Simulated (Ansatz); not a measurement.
# Ga₂HO (quartet): wave-function methods side by side at a displaced geometry (v2), cc-pVDZ

An exercise on one series of results from a longer session: the logs are not shown, and one member is left open.

Computed with Ansatz 0.2.0, Gaussian basis. Level: cc-pVDZ, core rule «outside noble gas», up to 29 orbitals frozen.

The runs, in order: UHF; CCSD(T) on ROHF; CCSD(T) on UHF; BCCD(T) on ROHF; CISD; CCSDT(Q) on ROHF; CCSDT(Q) on UHF.

31 further runs of the same task are left out: 2 for a known fault of the program, 13 that didn't finish, 16 set aside as unsound or not needed.

### The system

The geometry is a PBE0/def2-TZVP stationary point (not a proven minimum) with its atoms shifted at random (size 0.100 Å). No spin-orbit coupling is included. The filled d shell of Ga may be among the frozen orbitals whatever the setting's name suggests; the logs give the count.

4 atoms, charge 0, spin multiplicity 4.

Atoms are counted from 1 here; the program's logs count them from 0.

Bond lengths: Ga1–Ga2 2.463 Å, Ga2–O3 1.859 Å, Ga2–H4 1.493 Å. Angles: Ga1–Ga2–O3 114.9°, Ga1–Ga2–H4 126.7°, O3–Ga2–H4 116.7°.

Set-up of the first run:

in.yaml

```yaml
crystal:
  periodic: [false, false, false]
  atoms:
    - {symbol: Ga, position_ang: [0.082534, -0.115116, 1.453523]}
    - {symbol: Ga, position_ang: [-0.082340, 0.353795, -0.958537]}
    - {symbol: O, position_ang: [-0.005720, -1.146010, -2.054803]}
    - {symbol: H, position_ang: [0.077389, 1.680712, -1.623379]}
basis:
  gaussian: {orbitals: cc-pVDZ}
magnetization: {spin_polarized: true, initial_magnetization: 3}
hamiltonian: {xc: hf}
output: {orbitals: {seedname: orbitals}}
```

Launch:

```bash
$ ansatz run in.yaml --threads 1 --pin off --events-out ev --progress --plain --max-ram 2393MiB
```

Among the steps run: UHF; CCSD(T) on ROHF; CCSD(T) on UHF; BCCD(T) on ROHF; CISD; CCSDT(Q) on ROHF; CCSDT(Q) on UHF.

One table of the session follows, with a row left open; its other results are not shown here.

| method | from UCCSDT(Q) (meV) |
| --- | --- |
| ROHF | +7590.8 |
| UHF | +7373.2 |
| RMP2 | +1207.1 |
| UMP2 | +1190.8 |
| RCCSD | +263.5 |
| UCCSD | +246.2 |
| RCCSD(T) | +72.4 |
| UCCSD(T) | +61.5 |
| BCCD(T) | +71.1 |
| RCCSDT | +31.2 |
| UCCSDT | ? |
| RCCSDT(Q) | +14.4 |
| UCCSDT(Q) | 0 |

Q: Estimate the row for UCCSDT from the others.

**Answer.** from UCCSDT(Q) (meV): +19.5. In the column «from UCCSDT(Q) (meV)» it lies between RCCSDT(Q) (+14.4) and RCCSDT (+31.2).

Not comparable, so not listed: CISD (they don't share determinant, frozen orbitals or solution with the rows shown, or repeat one).

Caveats from the session: Restricted and unrestricted rows rest on different reference determinants; where their highest levels disagree by more than a few hundredths of an eV, they describe different states and don't form one ladder.
